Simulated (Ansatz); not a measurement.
**SiN₃H₇: small, medium and large basis sets**

Aim: see how fast density functionals converge with the basis set for SiN₃H₇.

Program: Ansatz 0.2.0, Gaussian basis. Level of theory: one geometry, several basis sets. These are calculated values, not measurements.

The runs, in order: PBE0-D4/def2-SVP; ωB97M-V/def2-SVP; PBE0-D4/def2-QZVPP; ωB97M-V/def2-QZVPP; the functionals' def2-TZVPP values are taken from earlier runs.

**1. The relaxed structure**

All runs share one geometry, relaxed beforehand with PBE0-D4 in a triple-zeta def2 set.

SMILES `N[SiH](N)N`, 11 atoms, charge 0, spin multiplicity 1.

Atoms are counted from 1 here; the program's logs count them from 0.

Bond lengths: N1–Si2 1.711 Å, N1–H5 1.006 Å, N1–H6 1.006 Å, Si2–N3 1.716 Å, Si2–N4 1.716 Å, Si2–H7 1.491 Å, N3–H8 1.006 Å, N3–H9 1.007 Å, N4–H10 1.006 Å, N4–H11 1.007 Å. Angles: Si2–N1–H5 120.0°, Si2–N1–H6 120.0°, H5–N1–H6 112.1°, N1–Si2–N3 104.0°, N1–Si2–N4 104.0°, N1–Si2–H7 120.0°, N3–Si2–N4 123.1°, N3–Si2–H7 103.6°, N4–Si2–H7 103.6°, Si2–N3–H8 120.2°, Si2–N3–H9 121.2°, H8–N3–H9 111.5°, Si2–N4–H10 120.2°, Si2–N4–H11 121.2°, H10–N4–H11 111.5°.

**2. PBE0-D4 in def2-SVP**

The input, in.yaml:

```yaml
crystal:
  periodic: [false, false, false]
  atoms:
    - {symbol: N, position_ang: [-1.224168, 0.988658, -0.077126]}
    - {symbol: Si, position_ang: [0.312440, 0.237708, -0.035608]}
    - {symbol: N, position_ang: [0.419739, -0.397827, 1.554460]}
    - {symbol: N, position_ang: [0.330375, -0.746539, -1.440829]}
    - {symbol: H, position_ang: [-1.591506, 1.335456, -0.947217]}
    - {symbol: H, position_ang: [-1.542082, 1.528256, 0.710298]}
    - {symbol: H, position_ang: [1.549005, 1.060004, -0.168226]}
    - {symbol: H, position_ang: [1.318297, -0.613193, 1.953351]}
    - {symbol: H, position_ang: [-0.303104, -0.990751, 1.929460]}
    - {symbol: H, position_ang: [1.205368, -1.053793, -1.831846]}
    - {symbol: H, position_ang: [-0.409065, -1.404981, -1.626216]}
basis:
  gaussian: {orbitals: def2-SVP}
hamiltonian: {xc: pbe0, dispersion: d4}
output: {orbitals: {seedname: orbitals}}
```

Run with:

```console
$ ansatz run in.yaml --threads 4 --pin off --events-out ev --progress --plain --max-ram 10444MiB
```

Further steps of the session: ωB97M-V in def2-SVP; PBE0-D4 in def2-QZVPP; ωB97M-V in def2-QZVPP.

Before running them: what should the planned runs give, taken together? Wanted: PBE0-D4: double and triple zeta above quadruple; ωB97M-V: double and triple zeta above quadruple.

The runs gave:

```
                                       quantity          value
PBE0-D4: double and triple zeta above quadruple  9.30, 0.59 eV
ωB97M-V: double and triple zeta above quadruple  9.49, 0.55 eV
```

PBE0-D4 gains 8.71 eV from double to triple zeta, then 0.59 eV more. Total energies overstate the basis error of differences, where much of it tends to cancel. The LUMO of ωB97M-V is positive and keeps falling with the basis (3.52 to 1.75 eV): an unbound level that the basis holds in place.
